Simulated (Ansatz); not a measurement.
# ScIn3Rh: the cost of one run

Program: Ansatz 0.2.0. Level of theory: DFT PBE, scalar-relativistic, plane waves, PAW. These are calculated values, not measurements.

## Step 1: The structure to begin with

Symmetry: Pm-3m, No. 221, cubic system. Conventional cell: a = 4.446 Å, b = 4.446 Å, c = 4.446 Å, α = 90.00°, β = 90.00°, γ = 90.00°. Sc (site symmetry m-3m) has 12 In at 3.14 Å as nearest neighbours. In (site symmetry 4/mmm) has 2 Rh at 2.22 Å as nearest neighbours. Rh (site symmetry m-3m) has 6 In at 2.22 Å as nearest neighbours.

Coordinates:

```cif
data_structure
_symmetry_space_group_name_H-M 'P 1'
_symmetry_Int_Tables_number 1
_cell_length_a 4.4457
_cell_length_b 4.4457
_cell_length_c 4.4457
_cell_angle_alpha 90.000
_cell_angle_beta 90.000
_cell_angle_gamma 90.000
_cell_volume 87.87
loop_
_atom_site_label
_atom_site_type_symbol
_atom_site_fract_x
_atom_site_fract_y
_atom_site_fract_z
_atom_site_occupancy
Sc1 Sc 0.00000 0.00000 0.00000 1
In1 In 0.50000 0.50000 0.00000 1
In2 In 0.00000 0.50000 0.50000 1
In3 In 0.50000 0.00000 0.50000 1
Rh1 Rh 0.50000 0.50000 0.50000 1
```

The cell is invented: species swapped into a database cell of KNiF3 (Pm-3m, No. 221), with Sc on the K sites, Rh on the Ni sites and In on the F sites. The dimensions are guesses.

## Step 2: A first look at the guess

File input.yaml:

```yaml
crystal:
  lattice:
    - [4.44574036, 0.0, 0.0]
    - [0.0, 4.44574036, 0.0]
    - [0.0, 0.0, 4.44574036]
  atoms:
    - { symbol: Sc, position: [0.0, 0.0, 0.0] }
    - { symbol: In, position: [0.5, 0.5, 0.0] }
    - { symbol: In, position: [0.0, 0.5, 0.5] }
    - { symbol: In, position: [0.5, 0.0, 0.5] }
    - { symbol: Rh, position: [0.5, 0.5, 0.5] }
basis:
  ecutwfc: 420
kpoints:
  mp_grid: { grid: [4, 4, 4] }
hamiltonian:
  xc: pbe
scf:
  occupations: { method: gaussian, width: 0.1 }
  lower_state_search: "off"
output:
  forces: true
  stress: true
  eigenvalues: true
```

Command:

```sh
$ ansatz run input.yaml --threads 1 --pin off --max-ram 2560MiB --backend cpu --events-out ev --progress --plain --runs-dir out
```

What time and memory should one allow on 1 thread of Intel Xeon 6975P-C (Granite Rapids), shared host?

About 2 s, with a peak of 0.43 GiB.
